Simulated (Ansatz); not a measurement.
Run this with Ansatz 0.2.0, Python API and show what comes out.

The script reads `fh2sesn.xyz`:
```text
5

F    -1.61180   -0.19270    1.33390
Sn   -0.91540   -0.06430   -0.46960
Se    1.14880    1.39840   -0.45770
H    -0.41570   -1.66400   -1.00570
H     1.84410    0.44880    0.55780
```

The script, `fh2sesn_adiabatic.py`:
```python
# -*- coding: utf-8 -*-
"""How FH2SeSn relaxes after losing an electron."""

import itertools
import warnings

import ansatz as az
from ase.data import atomic_numbers, covalent_radii
import numpy as np

warnings.simplefilter("ignore", az.DeckWarning)

fh2sesn = az.Crystal.molecule_from_extxyz("fh2sesn.xyz")

calculation = fh2sesn.calculation()
calculation = calculation.basis(gaussian="def2-SVP")
calculation = calculation.functional("pbe0").spin("collinear", total=1)
symbols = [site.symbol for site in fh2sesn.cartesian_sites]
start = np.array([site.position_ang for site in fh2sesn.cartesian_sites], dtype=float)
rep = calculation.relax(force_tolerance=0.01).run(threads=1, backend="cpu").report
end = np.array(rep["positions_ang"])

minimum = az.Crystal.molecule()
for symbol, place in zip(symbols, end):
    minimum = minimum.atom(symbol, place.tolist())
ion = (
    minimum.calculation()
    .basis(gaussian="def2-SVP")
    .functional("pbe0")
    .charge(1)
)
vertical = ion.run(threads=1, backend="cpu").report
settled = ion.relax(force_tolerance=0.01, max_steps=80).run(threads=1, backend="cpu").report
print(f"vertical ionisation energy   {vertical['free_energy_ev'] - rep['free_energy_ev']:.3f} eV")
print(f"adiabatic, no zero point     {settled['free_energy_ev'] - rep['free_energy_ev']:.3f} eV")
print(f"relaxation energy of the ion {vertical['free_energy_ev'] - settled['free_energy_ev']:.3f} eV")
ionised = np.array(settled["positions_ang"])
# pairs closer than 1.2 times the sum of covalent radii, before or after
radius = [covalent_radii[atomic_numbers[s]] for s in symbols]
span = lambda where, i, j: np.linalg.norm(where[i] - where[j])
bonded = [(i, j) for i, j in itertools.combinations(range(len(symbols)), 2) if min(span(end, i, j), span(ionised, i, j)) < 1.2 * (radius[i] + radius[j])]
print("pair        before    after (A)")
for i, j in bonded:
    print(f"{symbols[i]}{i}-{symbols[j]}{j}".ljust(10), f"{span(end, i, j):8.4f} {span(ionised, i, j):8.4f}")
```

Output of `python fh2sesn_adiabatic.py`:
```text
vertical ionisation energy   8.661 eV
adiabatic, no zero point     7.755 eV
relaxation energy of the ion 0.907 eV
pair        before    after (A)
F0-Sn1       1.9535   1.9019
Sn1-Se2      2.5637   2.4335
Sn1-H3       1.7507   1.6924
Se2-H4       1.4727   1.4806
```

The energies are electronic: no zero-point or thermal terms, and the basis set is short of its limit. The product may relax into another structure. Each relaxation finds its nearest minimum, which needn't be the lowest. def2 sets replace the cores of elements past krypton by effective core potentials. The run takes the species as open-shell (spin multiplicity 2), which needn't be its ground state. Only the spin states typed were run; another state of an ion can lie lower, by up to an eV or two. Finished in 2.7 min on 1 thread of Arm Neoverse V1, with other jobs on the host, peak memory 0.33 GiB.
